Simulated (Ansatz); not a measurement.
# LiCr4InO8: the cost of one run

Method: DFT PBE+U (U_eff = 3.7 eV on Cr 3d), scalar-relativistic, plane waves, PAW, in Ansatz 0.2.0.

## (1) The system as given

Symmetry: F-43m, No. 216, cubic system. Conventional cell: a = 8.404 Å, b = 8.404 Å, c = 8.404 Å, α = 90.00°, β = 90.00°, γ = 90.00°. Li (site symmetry -43m) is surrounded by 4 O at 2.00 Å. In (site symmetry -43m) is surrounded by 4 O at 2.03 Å. Cr (site symmetry 3m) has 6 O at 1.97 to 2.02 Å as nearest neighbours. Around O (site symmetry 3m) lie 3 Cr at 1.97 Å and 1 Li at 2.00 Å. O (site symmetry 3m) has 3 Cr at 2.02 Å and 1 In at 2.03 Å as nearest neighbours.

As a file:

```cif
data_structure
_symmetry_space_group_name_H-M 'F-43m'
_symmetry_Int_Tables_number 216
_cell_length_a 8.4038
_cell_length_b 8.4038
_cell_length_c 8.4038
_cell_angle_alpha 90.000
_cell_angle_beta 90.000
_cell_angle_gamma 90.000
_cell_volume 593.51
loop_
_atom_site_label
_atom_site_type_symbol
_atom_site_symmetry_multiplicity
_atom_site_Wyckoff_symbol
_atom_site_fract_x
_atom_site_fract_y
_atom_site_fract_z
_atom_site_occupancy
Li1 Li 4 a 0.00000 0.00000 0.00000 1
In1 In 4 c 0.25000 0.25000 0.25000 1
Cr1 Cr 16 e 0.37190 0.12810 0.87190 1
O1 O 16 e 0.13770 0.36230 0.63770 1
O2 O 16 e 0.11070 0.38930 0.11070 1
```

The moments start at Cr 3.00 μB.

## (2) First run, at the start cell

Input file input.yaml:

```yaml
crystal:
  lattice:
    - [0.0, 4.2019, 4.2019]
    - [4.2019, 0.0, 4.2019]
    - [4.2019, 4.2019, 0.0]
  atoms:
    - { symbol: Li, position: [0.0, 0.0, 0.0] }
    - { symbol: In, position: [0.75, 0.75, 0.75] }
    - { symbol: Cr, position: [0.3719, 0.3719, 0.3719], spin: 3.0 }
    - { symbol: Cr, position: [0.8843, 0.3719, 0.3719], spin: 3.0 }
    - { symbol: Cr, position: [0.3719, 0.3719, 0.8843], spin: 3.0 }
    - { symbol: Cr, position: [0.3719, 0.8843, 0.3719], spin: 3.0 }
    - { symbol: O, position: [0.1377, 0.1377, 0.1377] }
    - { symbol: O, position: [0.5869, 0.1377, 0.1377] }
    - { symbol: O, position: [0.1377, 0.1377, 0.5869] }
    - { symbol: O, position: [0.1377, 0.5869, 0.1377] }
    - { symbol: O, position: [0.6107, 0.6107, 0.6107] }
    - { symbol: O, position: [0.1679, 0.6107, 0.6107] }
    - { symbol: O, position: [0.6107, 0.6107, 0.1679] }
    - { symbol: O, position: [0.6107, 0.1679, 0.6107] }
basis:
  ecutwfc: 420
  ecutrho_ratio: 4
kpoints:
  mp_grid: { grid: [3, 3, 3] }
hamiltonian:
  xc: pbe
  hubbard: { sites: [{ species: Cr, l: d, u_eff: 3.7 }] }
scf:
  occupations: { method: gaussian, width: 0.05 }
output:
  forces: true
  stress: true
  eigenvalues: true
  populations: true
  hubbard: { sites: [{ species: Cr, l: d }] }
magnetization:
  spin_polarized: true
```

The run is started by

```console
> ansatz run input.yaml --threads 8 --pin off --max-ram 22528MiB --backend cpu --events-out ev --progress --plain --runs-dir out
```

Q: Estimate wall time and peak memory on 8 threads of Arm Neoverse V2, shared host.

About 4.2 s, with a peak of 0.74 GiB.
